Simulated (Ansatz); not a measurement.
# Ga3AsP2: how the settings move a single-point run

Aim: see which settings change the result for Ga3AsP2, by how much, and at what cost. The cell is built on a prototype (ordering on zincblende) and needn't be the phase found in nature.

Method: reference: DFT, PBE, plane waves, PAW, in Ansatz 0.2.0.

1 further run of the same task is left out (it didn't finish).

## 1. The structure to begin with

The structure is trigonal, space group P3m1 (No. 156). The conventional cell has a = 3.906 Å, b = 3.906 Å, c = 9.562 Å, α = 90.00°, β = 90.00°, γ = 120.00°. Around P (site symmetry 3m) lie 4 Ga at 2.36 to 2.38 Å. Around As (site symmetry 3m) lie 4 Ga at 2.41 to 2.45 Å. Ga (site symmetry 3m) is surrounded by 4 P at 2.36 to 2.38 Å. Ga (site symmetry 3m) has 3 P at 2.38 Å and 1 As at 2.45 Å as nearest neighbours. Around Ga (site symmetry 3m) lie 1 P at 2.36 Å and 3 As at 2.41 Å.

Coordinates:

```cif
data_structure
_symmetry_space_group_name_H-M 'P 1'
_symmetry_Int_Tables_number 1
_cell_length_a 3.9060
_cell_length_b 3.9060
_cell_length_c 9.5622
_cell_angle_alpha 90.000
_cell_angle_beta 90.000
_cell_angle_gamma 120.000
_cell_volume 126.34
loop_
_atom_site_label
_atom_site_type_symbol
_atom_site_fract_x
_atom_site_fract_y
_atom_site_fract_z
_atom_site_occupancy
P1 P 0.00000 0.00000 0.00306 1
P2 P 0.33333 0.66667 0.33052 1
As1 As 0.66667 0.33333 0.66634 1
Ga1 Ga 0.33333 0.66667 0.08325 1
Ga2 Ga 0.66667 0.33333 0.41034 1
Ga3 Ga 0.00000 0.00000 0.75648 1
```

## 2. Reference

The input, input.yaml:

```yaml
crystal:
  lattice:
    - [3.9059637249, 0.0, 0.0]
    - [-1.9529818624, 3.382663812, 0.0]
    - [0.0, 0.0, 9.5621795807]
  atoms:
    - { symbol: P, position: [0.0, 0.0, 0.0030602822] }
    - { symbol: P, position: [0.3333333333, 0.6666666667, 0.3305233904] }
    - { symbol: As, position: [0.6666666667, 0.3333333333, 0.6663422598] }
    - { symbol: Ga, position: [0.3333333333, 0.6666666667, 0.0832499795] }
    - { symbol: Ga, position: [0.6666666667, 0.3333333333, 0.4103402508] }
    - { symbol: Ga, position: [0.0, 0.0, 0.7564838373] }
kpoints:
  mp_grid: { grid: [6, 6, 2] }
hamiltonian:
  xc: pbe
scf:
  occupations: { method: fixed }
  n_extra_bands: 5
output:
  forces: true
  stress: true
  eigenvalues: true
```

The run is started by

```console
$ ansatz run input.yaml --threads 4 --pin off --max-ram 4608MiB --backend cpu --events-out ev --progress --plain --runs-dir out
```

## 3. Variant: pseudopotentials.kind nc

Edit input.yaml of step 2 so:

```diff
@@ -16,2 +16,3 @@
   xc: pbe
+  pseudopotentials: { kind: nc }
 scf:
```

## 4. Changed: ecutwfc 300

Edit input.yaml of step 2 so:

```diff
@@ -23 +23,3 @@
   eigenvalues: true
+basis:
+  ecutwfc: 300
```

## 5. Variant: accuracy high

Edit input.yaml of step 2 so:

```diff
@@ -23 +23,2 @@
   eigenvalues: true
+accuracy: high
```

## 6. Changed: mp_grid.shift [0.5, 0.5, 0.5]

Edit input.yaml of step 2 so:

```diff
@@ -13,3 +13,3 @@
 kpoints:
-  mp_grid: { grid: [6, 6, 2] }
+  mp_grid: { grid: [6, 6, 2], shift: [0.5, 0.5, 0.5] }
 hamiltonian:
```

## 7. Changing settings: exchange pbe, correlation pbe, coeff 1.0, omega 0.5

Edit input.yaml of step 2 so:

```diff
@@ -15,3 +15,3 @@
 hamiltonian:
-  xc: pbe
+  xc: { exchange: pbe, correlation: pbe, exx: { coeff: 1.0, omega: 0.5 } }
 scf:
```

## 8. Changing settings: xc lc_wpbe

Edit input.yaml of step 2 so:

```diff
@@ -15,3 +15,3 @@
 hamiltonian:
-  xc: pbe
+  xc: lc_wpbe
 scf:
```

Q: Predict the outcome of this session. Wanted: for each run, ending; energy change; pressure; gap; force.

As calculated:

```csv
run,ending,energy change,pressure (GPa),gap (eV),force (eV/Å),cycles,time
reference,converged,0,2.6,1.22,0.06,7,3.1 s
1: pseudopotentials.kind nc,converged,not comparable,2.6,1.21,0.06,8,8.7 s
2: ecutwfc 300,converged,+83.1 meV/atom,2.5,1.22,0.06,8,2.2 s
3: accuracy high,converged,0.0 meV/atom,2.6,1.22,0.06,11,4.3 s
"4: mp_grid.shift [0.5, 0.5, 0.5]",converged,-6.6 meV/atom,2.6,1.53,0.06,7,5 s
"5: exchange pbe, correlation pbe, coeff 1.0, omega 0.5",converged,not comparable,-1.0,2.54,0.03,29,2.2 min
6: xc lc_wpbe,converged,not comparable,-4.0,6.29,0.05,22,2.1 min
```

Residual by cycle in the longest SCF loop of each run; runs are numbered as in the table. The quantity is the density residual dr2, in eV.

```csv
cycle,reference,run 1,run 2,run 3,run 4,run 5,run 6
1,0.00552,2.23,0.00611,0.00553,0.00717,0.667,0.03
2,0.00133,0.567,0.00535,0.00133,0.00173,0.148,0.00781
3,3.9e-4,0.03,6.2e-4,3.9e-4,4.8e-4,0.083,0.0607
4,5.1e-5,0.00181,5.6e-5,5.1e-5,6.2e-5,0.015,0.0122
5,4.2e-6,2.3e-4,1.1e-5,4.2e-6,5.5e-6,0.00792,0.0022
6,7.4e-7,1.5e-5,3.1e-6,7.4e-7,9.2e-7,0.0015,1.7e-4
7,4.2e-8,5.9e-7,2.8e-7,4.1e-8,5.6e-8,3.7e-4,2.8e-5
8,-,5.0e-8,3.5e-8,7.6e-9,-,9.0e-5,-
9,-,-,-,8.8e-10,-,-,-
10,-,-,-,1.0e-10,-,-,-
11,-,-,-,1.5e-11,-,-,-
```

**Reading.** Of the converged runs whose energies compare with the reference's, «ecutwfc 300» moves the energy most (+83.1 meV/atom) and «accuracy high» least (0.0 meV/atom). Run 2 ran under the cutoff that the potentials recommend, as the log warns, so basis error is mixed into its values. Of the variants the dearest is «exchange pbe, correlation pbe, coeff 1.0, omega 0.5» (2.2 min), the cheapest «ecutwfc 300» (2.2 s), on a shared host.
